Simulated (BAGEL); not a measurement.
**B3LYP/6-31G(d) (density fitting with qzvpp-jkfit, spherical functions) run of C2H5FSi (SMILES F/C=C\[SiH3])**

Aim: the energy change on altering one bond length of C2H5FSi at B3LYP/6-31G* (density fitting with qzvpp-jkfit, spherical functions), from 2 runs. 

The calculation is run with BAGEL 1.2.2.

### Step 1. The system as given

The species is C2H5FSi (9 atoms), meant as a singlet with charge 0. SMILES: `F/C=C\[SiH3]`. The shape is that of a GFN2-xTB optimisation.

Bond lengths: F1–C2 1.346 Å, C2–C3 1.319 Å, C3–Si4 1.886 Å, C2–H5 1.083 Å, C3–H6 1.080 Å, Si4–H7 1.458 Å, Si4–H8 1.466 Å, Si4–H9 1.466 Å. Some angles: F1–C2–C3 122.4°, C2–C3–Si4 125.4°, F1–C2–H5 110.7°, C3–C2–H5 126.9°, C2–C3–H6 116.0°, Si4–C3–H6 118.6°, C3–Si4–H7 110.5°, C3–Si4–H8 107.2°, C3–Si4–H9 107.3°, H7–Si4–H8 111.0°.

### Step 2. A single-point energy at B3LYP/6-31G(d) (density fitting with qzvpp-jkfit, spherical functions)

File input.json:

```json
{ "bagel" : [

{
  "title" : "molecule",
  "basis" : "6-31gs.json",
  "df_basis" : "qzvpp-jkfit",
  "angstrom" : true,
  "geometry" : [
    { "atom" : "F", "xyz" : [      -0.363650,       0.881310,      -1.895510 ] },
    { "atom" : "C", "xyz" : [       0.640970,       0.977740,      -1.005370 ] },
    { "atom" : "C", "xyz" : [       0.640900,       0.314300,       0.134320 ] },
    { "atom" : "Si", "xyz" : [      -0.717410,      -0.857350,       0.716930 ] },
    { "atom" : "H", "xyz" : [       1.406220,       1.655860,      -1.363830 ] },
    { "atom" : "H", "xyz" : [       1.498580,       0.468560,       0.772100 ] },
    { "atom" : "H", "xyz" : [      -1.776080,      -0.946660,      -0.281530 ] },
    { "atom" : "H", "xyz" : [      -0.094650,      -2.165590,       0.940680 ] },
    { "atom" : "H", "xyz" : [      -1.234880,      -0.328170,       1.982210 ] }
  ]
},

{ "title" : "ks", "xc_func" : "b3lyp" },

{ "title" : "print", "file" : "orbitals.molden", "orbitals" : true }

]}
```

The basis set 6-31G* is read from a file made from the Basis Set Exchange's data (not shown).

Run with:

```sh
$ BAGEL_NUM_THREADS=1 BAGEL input.json > input.out
```

The program printed:

```text
* using 1 threads per process

  ===============================================================
  ===============================================================

  *** Geometry ***

  { "atom" : "F", "xyz" : [     -0.687199,      1.665435,     -3.581995 ] },
  { "atom" : "C", "xyz" : [      1.211258,      1.847661,     -1.899874 ] },
  { "atom" : "C", "xyz" : [      1.211125,      0.593941,      0.253828 ] },
  { "atom" : "Si", "xyz" : [     -1.355708,     -1.620157,      1.354801 ] },
  { "atom" : "H", "xyz" : [      2.657371,      3.129122,     -2.577265 ] },
  { "atom" : "H", "xyz" : [      2.831906,      0.885450,      1.459058 ] },
  { "atom" : "H", "xyz" : [     -3.356305,     -1.788928,     -0.532015 ] },
  { "atom" : "H", "xyz" : [     -0.178863,     -4.092372,      1.777628 ] },
  { "atom" : "H", "xyz" : [     -2.333585,     -0.620151,      3.745834 ] },

  Number of auxiliary basis functions:      445

  Since a DF basis is specified, we compute 2- and 3-index integrals:
    o Being stored without compression. Storage requirement is 0.017 GB

  Number of basis functions:       70
  Number of electrons      :       40

    * METHOD: MOLECULE                             0.20

  *** Kohn-Sham DFT ***

    * Removing 15548 points whose weight is below 1.00e-10
    * Grid points: 118606

  === Nuclear Repulsion ===
   152.7080040210

       - DIIS with orbital gradients will be used.

  === KS iteration (b3lyp / 6-31gs.json) ===
      0       -438.25272247          0.16121155           0.37
      1       -410.87193549          0.12306008           0.46
      2       -328.71130550          0.27616187           0.34
      3       -442.78905612          0.15173447           0.34
      4       -450.78612053          0.12788790           0.35
      5       -452.84890441          0.12545991           0.37
      6       -452.59083387          0.12306759           0.34
      7       -394.97052658          0.15984089           0.34
      8       -456.69375410          0.09354714           0.34
      9       -467.76730511          0.04270017           0.36
     10       -468.04459203          0.04043821           0.35
     11       -468.48849317          0.00778596           0.35
     12       -468.49875494          0.00646676           0.34
     13       -468.51279971          0.00132008           0.34
     14       -468.51342769          0.00025515           0.33
     15       -468.51345930          0.00003495           0.34
     16       -468.51345976          0.00001315           0.33
     17       -468.51345982          0.00000617           0.33
     18       -468.51345983          0.00000098           0.32
     19       -468.51345983          0.00000070           0.33
     20       -468.51345983          0.00000013           0.33
     21       -468.51345983          0.00000005           0.32
     22       -468.51345983          0.00000001           0.33
    * SCF iteration converged.

    * Permanent dipole moment:
           (   -0.442482,    -0.159560,    -0.190261) a.u.

    * METHOD: KS                                   8.65

    * METHOD: PRINT                                0.02

  ===============================================================
```

Wall time 9.3 s (1 thread of AMD EPYC 7B13 (Zen 3), shared host); peak memory 0.4 GiB.

### Step 3. The distorted shape, same level

File input.json:

```json
{ "bagel": [

{
  "title": "molecule",
  "basis": "6-31gs.json",
  "df_basis": "qzvpp-jkfit",
  "angstrom": "true",
  "geometry": [
    { "atom": "F", "xyz": [   -0.975864,    0.338801,   -1.608735 ] },
    { "atom": "C", "xyz": [    0.028756,    0.435231,   -0.718595 ] },
    { "atom": "C", "xyz": [    0.028686,   -0.228209,    0.421095 ] },
    { "atom": "Si", "xyz": [   -1.329624,   -1.399859,    1.003705 ] },
    { "atom": "H", "xyz": [    1.406220,    1.655860,   -1.363830 ] },
    { "atom": "H", "xyz": [    0.886366,   -0.073949,    1.058875 ] },
    { "atom": "H", "xyz": [   -2.388294,   -1.489169,    0.005245 ] },
    { "atom": "H", "xyz": [   -0.706864,   -2.708099,    1.227455 ] },
    { "atom": "H", "xyz": [   -1.847094,   -0.870679,    2.268985 ] }
  ]
},
{ "title": "ks", "xc_func": "b3lyp" },
{ "title": "print", "file": "orbitals.molden", "orbitals": "true" }

]}
```

The basis set 6-31G* is read from a file made from the Basis Set Exchange's data (not shown).

Run with:

```sh
$ BAGEL_NUM_THREADS=1 BAGEL input.json > input.out
```

The program printed:

```text
* using 1 threads per process

  ===============================================================
  ===============================================================

  *** Geometry ***

  { "atom" : "F", "xyz" : [     -1.844116,      0.640241,     -3.040069 ] },
  { "atom" : "C", "xyz" : [      0.054341,      0.822467,     -1.357948 ] },
  { "atom" : "C", "xyz" : [      0.054209,     -0.431253,      0.795754 ] },
  { "atom" : "Si", "xyz" : [     -2.512625,     -2.645350,      1.896728 ] },
  { "atom" : "H", "xyz" : [      2.657371,      3.129122,     -2.577265 ] },
  { "atom" : "H", "xyz" : [      1.674989,     -0.139743,      2.000984 ] },
  { "atom" : "H", "xyz" : [     -4.513222,     -2.814122,      0.009912 ] },
  { "atom" : "H", "xyz" : [     -1.335779,     -5.117565,      2.319554 ] },
  { "atom" : "H", "xyz" : [     -3.490502,     -1.645345,      4.287760 ] },

  Number of auxiliary basis functions:      445

  Since a DF basis is specified, we compute 2- and 3-index integrals:
    o Being stored without compression. Storage requirement is 0.017 GB

  Number of basis functions:       70
  Number of electrons      :       40

    * METHOD: MOLECULE                             0.21

  *** Kohn-Sham DFT ***

    * Removing 14724 points whose weight is below 1.00e-10
    * Grid points: 119430

  === Nuclear Repulsion ===
   149.9431453573

       - DIIS with orbital gradients will be used.

  === KS iteration (b3lyp / 6-31gs.json) ===
      0       -438.35595398          0.15958650           0.37
      1       -411.18923069          0.11259101           0.47
      2       -327.98707701          0.27329585           0.36
      3       -440.31519465          0.15139926           0.35
      4       -447.69669593          0.13610184           0.35
      5       -449.45074654          0.13170845           0.36
      6       -449.39045931          0.13148859           0.37
      7       -395.06126268          0.14197758           0.35
      8       -455.00745911          0.10193015           0.36
      9       -460.17404452          0.09922176           0.34
     10       -457.42571387          0.10798003           0.33
     11       -457.42114233          0.10850570           0.34
     12       -458.17927783          0.10588130           0.34
     13       -396.59576942          0.15278110           0.35
     14       -462.43202628          0.10322071           0.33
     15       -461.18129633          0.10711135           0.34
     16       -457.15140495          0.10559562           0.34
     17       -460.51671159          0.11384653           0.34
     18       -461.24348413          0.10038613           0.34
     19       -401.05119773          0.19325141           0.34
     20       -467.64688085          0.04503884           0.35
     21       -467.53040033          0.05333527           0.35
     22       -468.35072610          0.00960453           0.35
     23       -468.35391057          0.00893732           0.34
     24       -468.38600087          0.00088369           0.35
     25       -468.38620772          0.00033161           0.34
     26       -468.38626458          0.00009175           0.34
     27       -468.38626890          0.00001993           0.33
     28       -468.38626907          0.00000513           0.34
     29       -468.38626907          0.00000467           0.33
     30       -468.38626908          0.00000284           0.33
     31       -468.38626908          0.00000045           0.35
     32       -468.38626908          0.00000008           0.34
     33       -468.38626908          0.00000002           0.33
     34       -468.38626908          0.00000001           0.34
     35       -468.38626908          0.00000000           0.34
    * SCF iteration converged.

    * Permanent dipole moment:
           (   -0.116613,     0.147723,    -0.375118) a.u.

    * METHOD: KS                                  13.18

    * METHOD: PRINT                                0.02

  ===============================================================
```

Run time: 14 s. Hardware: 1 thread of AMD EPYC 7B13 (Zen 3), shared host; peak memory 0.4 GiB.

### Step 4. What came out

Level: B3LYP/6-31G* (density fitting with qzvpp-jkfit, spherical functions).

```
                                                         quantity          value
                                        first shape: total energy  -468.51346 Eh
                                       first shape: dipole moment         1.29 D
                                         first shape: HOMO energy       -7.16 eV
                                         first shape: LUMO energy        0.08 eV
                                       first shape: HOMO–LUMO gap        7.24 eV
                                    distorted shape: total energy  -468.38627 Eh
                                   distorted shape: dipole moment         1.07 D
                                     distorted shape: HOMO energy       -7.45 eV
                                     distorted shape: LUMO energy       -2.34 eV
                                   distorted shape: HOMO–LUMO gap        5.11 eV
energy change with the C2–H5 bond stretched from 1.083 to 1.950 Å       3.461 eV
```

With the C2–H5 bond stretched from 1.083 to 1.950 Å the energy rises by 3.46 eV (80 kcal/mol). The first shape isn't relaxed at this level, so the change isn't measured from a minimum. A restricted reference can't describe the breaking bond well at this length.
